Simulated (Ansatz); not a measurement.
**CH₈O₃Si₂: up Jacob's ladder to CCSD(T)**

An exercise on one series of results from a longer session: the logs are not shown, and one member is left open.

Program: Ansatz 0.2.0, Gaussian basis. Level of theory: functionals in def2-TZVPP, the program's frozen cores in correlated methods. These are calculated values, not measurements.

The runs, in order: PBE-D4, r2SCAN-D4, PBE0-D4, B3LYP-D4, ωB97X-V, ωB97M-V, B2PLYP; CCSD(T)/def2-TZVPP; MP2/def2-QZVPP; extrapolation to the limit.

### Structure used throughout

All runs share one geometry, relaxed beforehand with PBE0-D4 in a triple-zeta def2 set.

14 atoms, charge 0, spin multiplicity 1.

Atoms are counted from 1 here; the program's logs count them from 0.

Bond lengths: C1–Si2 1.845 Å, C1–H7 1.092 Å, C1–H8 1.093 Å, C1–H9 1.093 Å, Si2–O3 1.642 Å, Si2–O4 1.649 Å, Si2–H10 1.488 Å, O3–H11 0.961 Å, O4–Si5 1.628 Å, Si5–O6 1.653 Å, Si5–H12 1.478 Å, Si5–H13 1.483 Å, O6–H14 0.958 Å. Angles: Si2–C1–H7 110.6°, Si2–C1–H8 110.6°, Si2–C1–H9 110.5°, H7–C1–H8 108.5°, H7–C1–H9 108.3°, H8–C1–H9 108.3°, C1–Si2–O3 107.9°, C1–Si2–O4 110.4°, C1–Si2–H10 111.9°, O3–Si2–O4 109.7°, O3–Si2–H10 110.7°, O4–Si2–H10 106.3°, Si2–O3–H11 116.3°, Si2–O4–Si5 134.0°, O4–Si5–O6 110.3°, O4–Si5–H12 110.2°, O4–Si5–H13 108.3°, O6–Si5–H12 105.9° and more.

Coordinates:

```csv
atom,x (Å),y (Å),z (Å)
C1,1.0708,1.5089,-1.6278
Si2,0.6733,-0.0461,-0.7171
O3,1.6508,-0.1238,0.5996
O4,-0.9052,-0.0438,-0.2398
Si5,-1.6701,-0.4426,1.1406
O6,-0.7940,-1.5676,1.9768
H7,0.9221,2.3793,-0.9846
H8,0.4305,1.6149,-2.5067
H9,2.1113,1.5026,-1.9612
H10,0.8496,-1.2497,-1.5732
H11,1.4231,-0.7838,1.2601
H12,-1.7686,0.7351,2.0285
H13,-3.0029,-0.9926,0.7920
H14,-0.9908,-2.4907,1.8127
```

Set-up of the first run:

in.yaml

```yaml
crystal:
  periodic: [false, false, false]
  atoms:
    - {symbol: C, position_ang: [1.070825, 1.508883, -1.627825]}
    - {symbol: Si, position_ang: [0.673255, -0.046053, -0.717087]}
    - {symbol: O, position_ang: [1.650777, -0.123841, 0.599618]}
    - {symbol: O, position_ang: [-0.905240, -0.043759, -0.239768]}
    - {symbol: Si, position_ang: [-1.670074, -0.442631, 1.140636]}
    - {symbol: O, position_ang: [-0.793992, -1.567580, 1.976800]}
    - {symbol: H, position_ang: [0.922122, 2.379346, -0.984604]}
    - {symbol: H, position_ang: [0.430543, 1.614891, -2.506698]}
    - {symbol: H, position_ang: [2.111340, 1.502575, -1.961207]}
    - {symbol: H, position_ang: [0.849557, -1.249679, -1.573219]}
    - {symbol: H, position_ang: [1.423137, -0.783847, 1.260087]}
    - {symbol: H, position_ang: [-1.768592, 0.735087, 2.028499]}
    - {symbol: H, position_ang: [-3.002896, -0.992649, 0.792049]}
    - {symbol: H, position_ang: [-0.990752, -2.490733, 1.812730]}
basis:
  gaussian: {orbitals: def2-TZVPP}
hamiltonian: {xc: pbe, dispersion: d4}
output: {forces: true, orbitals: {seedname: orbitals}}
```

On the command line:

```
$ ansatz run in.yaml --threads 2 --pin off --events-out ev --progress --plain --max-ram 22528MiB --backend cuda --devices 0, --max-vram 18GiB
```

Steps of the session up to this table: PBE-D4 (GGA); r2SCAN-D4 (meta-GGA); PBE0-D4 (hybrid); B3LYP-D4 (hybrid); ωB97X-V (range-separated); ωB97M-V (range-separated); B2PLYP (double hybrid); CCSD(T) in def2-TZVPP; MP2 in def2-QZVPP.

One table of the session follows, with a row left open; its other results are not shown here.

```
            method  atomisation energy (eV)
            PBE-D4                   56.194
         r2SCAN-D4                   56.057
           PBE0-D4                   55.351
          B3LYP-D4                   55.812
           ωB97X-V                   56.184
           ωB97M-V                   56.205
            B2PLYP                   55.400
     HF/def2-TZVPP                   41.282
    MP2/def2-TZVPP                   55.764
   CCSD/def2-TZVPP                   54.024
CCSD(T)/def2-TZVPP                   54.728
           MP2/CBS                        ?
       CCSD(T)/CBS                   56.329
```

**Question.** Estimate the row for MP2/CBS.

As computed: atomisation energy (eV): 57.366. In the column «atomisation energy (eV)» it is the highest.

Limits of these values: Free atoms (1 C, 2 Si, 3 O, 8 H) were run apart at each level; the atomisation energy is their sum less the molecule, without zero-point or spin-orbit terms.
